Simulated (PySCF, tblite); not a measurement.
**C5H7NO2Si: geometry, infrared bands and NMR shifts**

Wanted: the infrared bands and NMR shifts of C5H7NO2Si (`CO[C@@H](C#N)[SiH2]C=C=O`), by calculation.

Programs: tblite 0.8.0 and PySCF 2.14.0, with density-fitted response routines of our own. Each step states its level of theory. These are calculated values for one molecule in the gas phase, unless marked as measured. Atoms count from 0, in the outputs and in this text.

**1. The starting structure**

16 atoms, charge 0, multiplicity 1; geometry from: force field or distance geometry start.

Bonds of the start (Å): C0–O1 1.42, O1–C2 1.46, C2–C3 1.48, C3–N4 1.16, C2–Si5 1.90, Si5–C6 1.82, C6–C7 1.30, C7–O8 1.17, C0–H9 1.10, C0–H10 1.10, C0–H11 1.09, C2–H12 1.11, Si5–H13 1.49, Si5–H14 1.48, C6–H15 1.07.

**2. Optimising the geometry with GFN2-xTB**

The job: settings as JSON, then the geometry in Å.

```
{"job": {"kind": "relax", "xc": "GFN2-xTB", "basis": "xTB"}, "charge": 0, "multiplicity": 1}
C     -2.006400     1.259900     0.032200
O     -0.965900     0.675900    -0.730200
C     -0.500600    -0.587000    -0.156000
C     -1.352200    -1.697100    -0.636400
N     -2.023400    -2.590400    -0.963100
Si     1.313200    -0.986800    -0.561000
C      2.438700     0.357100    -0.068700
C      2.151600     1.037300     1.000400
O      1.857100     1.626900     1.964800
H     -2.318600     2.187000    -0.461900
H     -2.884000     0.594400     0.079200
H     -1.673700     1.505400     1.043600
H     -0.569800    -0.520700     0.945200
H      1.506500    -1.229800    -2.015800
H      1.725400    -2.216500     0.154300
H      3.294500     0.593200    -0.661900
```

Launch:

```console
OMP_NUM_THREADS=1 python probes_run.py task.json out
```

One launch serves the whole session: the jobs run in the order shown.

**Question.** This job is followed by: GFN2-xTB harmonic vibrations, gas phase; GIAO PBE0/pcSseg-1 NMR shielding, non-relativistic, gas phase. Predict these results of the whole session: strongest single infrared mode (GFN2-xTB); zero-point energy (GFN2-xTB); ¹³C shifts against TMS (PBE0/pcSseg-1); ¹H shifts against TMS (PBE0/pcSseg-1, means over atoms taken as alike); ¹⁷O shifts against H2O (PBE0/pcSseg-1); ¹⁵N shifts against NH3 (PBE0/pcSseg-1); ²⁹Si shifts against TMS (PBE0/pcSseg-1); surface potential, 1st and 99th percentile.

The runs gave:

| quantity | value |
| --- | --- |
| strongest single infrared mode (GFN2-xTB) | 2264 cm⁻¹, 1356 km/mol |
| zero-point energy (GFN2-xTB) | 66.4 kcal/mol |
| ¹³C shifts against TMS (PBE0/pcSseg-1) | 182.3, 121.2, 61.9, 59.4, -6.8 ppm |
| ¹H shifts against TMS (PBE0/pcSseg-1, means over atoms taken as alike) | 4.88, 4.73, 3.67, 3.65, 1.52 ppm |
| ¹⁷O shifts against H2O (PBE0/pcSseg-1) | 314.7, 21.7 ppm |
| ¹⁵N shifts against NH3 (PBE0/pcSseg-1) | 316.5 ppm |
| ²⁹Si shifts against TMS (PBE0/pcSseg-1) | -37.6 ppm |
| surface potential, 1st and 99th percentile | -1.69 V and 1.56 V |

What this shows: The optimisation took 150 steps and gained 0.315 eV; among the close pairs (by a distance rule), Si5–C6 changed most, from 1.821 to 1.875 Å. No mode is imaginary among the 42: a minimum at this level. The strongest single mode, at 2264 cm⁻¹, moves mainly C7. Unscaled tight-binding wavenumbers are off by several per cent, some by more. Its intensities can rank the bands wrongly. At PBE0/pcSseg-1: The largest span, 485 ppm, is at N4, where the paramagnetic term is -389 ppm. At PBE0/pcSseg-1, counted by nearest atom on the grid, the HOMO lies on C6 46 %; O8 22 %, the LUMO on C7 43 %; O8 24 %.
